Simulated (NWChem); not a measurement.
# UMP2/SBKJC-VDZ (core potential) run of CHBrF (SMILES F[CH]Br)

What is the vertical ionisation energy of CHBrF at UMP2/SBKJC-VDZ (core potential)? 

The results are computed with NWChem 7.3.0.

**1. The system as given**

The species is CHBrF (4 atoms), meant as a doublet with charge 0. As SMILES, `F[CH]Br`. The shape is that of a PBE0-D4/def2-TZVP optimisation.

Bond lengths: F1–C2 1.322 Å, C2–Br3 1.863 Å, C2–H4 1.086 Å. Angles: F1–C2–Br3 115.3°, F1–C2–H4 114.5°, Br3–C2–H4 116.6°.

**2. A single-point energy at UMP2/SBKJC-VDZ (core potential)**

Input file calc.nw:

```
START calc
TITLE "CHBrF"
memory stack 880 mb heap 220 mb global 1100 mb

GEOMETRY units angstroms noautosym nocenter noautoz
   F     -0.273300    -1.047600     0.789100
   C      0.224500    -0.188500    -0.084400
   Br    -1.030200     0.869300    -0.965500
   H      1.134400     0.306500     0.240500
END

BASIS spherical bse
   * library SBKJC-VDZ
END

ECP bse
   F library SBKJC-VDZ
   C library SBKJC-VDZ
   Br library SBKJC-VDZ
END

SCF
   doublet
   uhf
   thresh 1e-08
   maxiter 80
   noprint "final vectors analysis"
END

MP2
   tight
END

TASK mp2 energy
```

On the command line:

```
nwchem calc.nw > calc.out
```

The program printed:

```text
[...]
  functions       =    26
[...]
  wavefunction    = UHF
[...]
         Total SCF energy =    -42.953144565523
      One electron energy =   -138.779249775105
      Two electron energy =     61.853846577515
 Nuclear repulsion energy =     33.972258632067
                       Sz =      0.5000
                 Sz(Sz+1) =      0.7500
                      S^2 =      0.7630
[...]
          Total MP2 energy           -43.136905333547
[...]
```

It took 1.4 s on 1 thread of Intel Xeon Platinum 8488C (Sapphire Rapids), shared host; peak memory 0.1 GiB.

**3. The singlet cation at the same level**

Input file chbrf.xyz:

```xyz
4

F     -0.273300    -1.047600     0.789100
C      0.224500    -0.188500    -0.084400
Br    -1.030200     0.869300    -0.965500
H      1.134400     0.306500     0.240500
```

Input file chbrf.nw:

```
start chbrf
memory 2200 mb
charge 1
geometry noautosym nocenter noautoz
load chbrf.xyz
end
basis spherical bse
* library SBKJC-VDZ
end
ecp bse
F library SBKJC-VDZ
C library SBKJC-VDZ
Br library SBKJC-VDZ
end
scf
singlet
rhf
thresh 1e-08
maxiter 80
print low
end
mp2
tight
end
task mp2 energy
```

On the command line:

```
nwchem chbrf.nw > chbrf.out
```

The program printed:

```text
[...]
  functions       =    26
[...]
  wavefunction    = RHF
[...]
         Total SCF energy =    -42.600854511937
      One-electron energy =   -133.278742097793
      Two-electron energy =     56.705628953789
 Nuclear repulsion energy =     33.972258632067
        Time for solution =      0.6s
[...]
          Total MP2 energy           -42.814552949548
[...]
```

Wall time 1.3 s (1 thread of Intel Xeon Platinum 8488C (Sapphire Rapids), shared host); peak memory 0.1 GiB.

**4. What came out**

At UMP2/SBKJC-VDZ (core potential):

| quantity | value |
| --- | --- |
| doublet CHBrF: total energy | -43.13691 Eh |
| doublet CHBrF: correlation energy | -183.8 mEh |
| doublet CHBrF: ⟨S²⟩ of the reference determinant | 0.763 |
| singlet cation: total energy | -42.81455 Eh |
| singlet cation: correlation energy | -213.7 mEh |
| vertical ionisation energy (to the singlet cation) | 8.772 eV |

**Reading.** Removing an electron at fixed nuclei costs 8.77 eV (846 kJ/mol). Only the singlet of the ionised species was computed; a triplet could lie lower.
